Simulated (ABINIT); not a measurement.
The system is NaB3.

```
CELL_PARAMETERS angstrom
3.31976 0.00000 0.00000
-1.65988 2.87500 0.00000
0.00000 0.00000 4.36925
ATOMIC_POSITIONS crystal
Na 0.00000 0.00000 0.85909
B 0.79956 0.20044 0.46547
B 0.79956 0.59913 0.46547
B 0.40087 0.20044 0.46547
```

The cell was built by a generator and needn't be a form met in nature.

Base run:

```yaml
Program: ABINIT 10.8.3 (patched build)
Functional: LDA
Potentials_or_basis: PseudoDojo NC SR LDA v0.4.1 standard
Cutoff: 1197 eV
k_mesh: 7 × 7 × 4
Occupations: fermi-dirac, width 0.05 eV
Spin: no spin polarisation
```

Its results: band gap on the k mesh none (metal or under the smearing width); pressure 57.5 GPa; largest force 17.587 eV/Å.

The run is repeated on the same cell with these changes: functional from LDA to PBE; potentials or basis from PseudoDojo NC SR LDA v0.4.1 standard to PseudoDojo NC SR PBE v0.4.1 standard; cutoff from 1197 eV to 1088 eV. What comes out?

Band gap on the k mesh none (metal or under the smearing width); pressure 64.0 GPa; largest force 18.057 eV/Å.

Caveats: a pressure of tens of GPa on the cell as given is suspect, and the run, the potentials or the cell itself is likely at fault; forces of over 1 eV/Å show positions far from the minimum, so gaps and moduli don't describe the material at rest.
